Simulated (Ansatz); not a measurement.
# ZnS (triplet): the correlation ladder, def2-SVP

One table from this session's results is given with a row withheld; the runs are named, their logs left out.

Method: def2-SVP, core rule «outside noble gas», up to 14 orbitals frozen; program: Ansatz 0.2.0, Gaussian basis.

The runs, in order: UHF; CCSD(T) on ROHF; CCSD(T) on UHF; CISD; CCSDT(Q) on ROHF; CCSDT(Q) on UHF; CASSCF and MRCISD+Q, 18 electrons in 10 orbitals; CASSCF and NEVPT2, 18 electrons in 10 orbitals.

2 further runs of the same task are left out: 2 set aside as unsound or not needed.

## The system

The geometry is a PBE0/def2-TZVP stationary point (not a proven minimum) of the parent state, kept for this charge and spin.

2 atoms, charge 0, spin multiplicity 3.

Atoms are counted from 1 here; the program's logs count them from 0.

Bond lengths: Zn1–S2 2.056 Å.

Set-up of the first run:

File in.yaml:

```yaml
crystal:
  periodic: [false, false, false]
  atoms:
    - {symbol: Zn, position_ang: [0.000000, 0.000000, 0.000000]}
    - {symbol: S, position_ang: [0.000000, 0.000000, 2.056000]}
basis:
  gaussian: {orbitals: def2-SVP}
magnetization: {spin_polarized: true, initial_magnetization: 2}
hamiltonian: {xc: hf}
output: {orbitals: {seedname: orbitals}}
```

On the command line:

```
> ansatz run in.yaml --threads 1 --pin off --events-out ev --progress --plain --max-ram 2816MiB --backend cpu
```

Among the steps run: UHF; CCSD(T) on ROHF; CCSD(T) on UHF; CISD; CCSDT(Q) on ROHF; CCSDT(Q) on UHF; CASSCF and MRCISD+Q, 18 electrons in 10 orbitals; CASSCF and NEVPT2, 18 electrons in 10 orbitals.

One of the session's tables, all rows but one given; the rest of the session is left out.

| method | from UCCSDT(Q) (meV) |
| --- | --- |
| ROHF | +10720.0 |
| UHF | +10593.0 |
| RMP2 | +171.2 |
| UMP2 | +171.9 |
| CISD | +1079.3 |
| RCCSD | +265.2 |
| UCCSD | +261.6 |
| RCCSD(T) | ? |
| UCCSD(T) | -18.9 |
| RCCSDT | -19.3 |
| UCCSDT | -20.4 |
| RCCSDT(Q) | +4.0 |
| UCCSDT(Q) | 0 |
| CASSCF valence | +10717.9 |
| NEVPT2 valence | +1545.7 |
| MRCISD valence | +1102.3 |
| MRCISD+Q valence | +304.9 |

Q: Estimate the row for RCCSD(T) from the others.

**Answer.** from UCCSDT(Q) (meV): -18.0. In the column «from UCCSDT(Q) (meV)» it lies between UCCSD(T) (-18.9) and UCCSDT(Q) (0).

To keep in mind: Restricted and unrestricted rows rest on different reference determinants; where their highest levels disagree by more than a few hundredths of an eV, they describe different states and don't form one ladder.
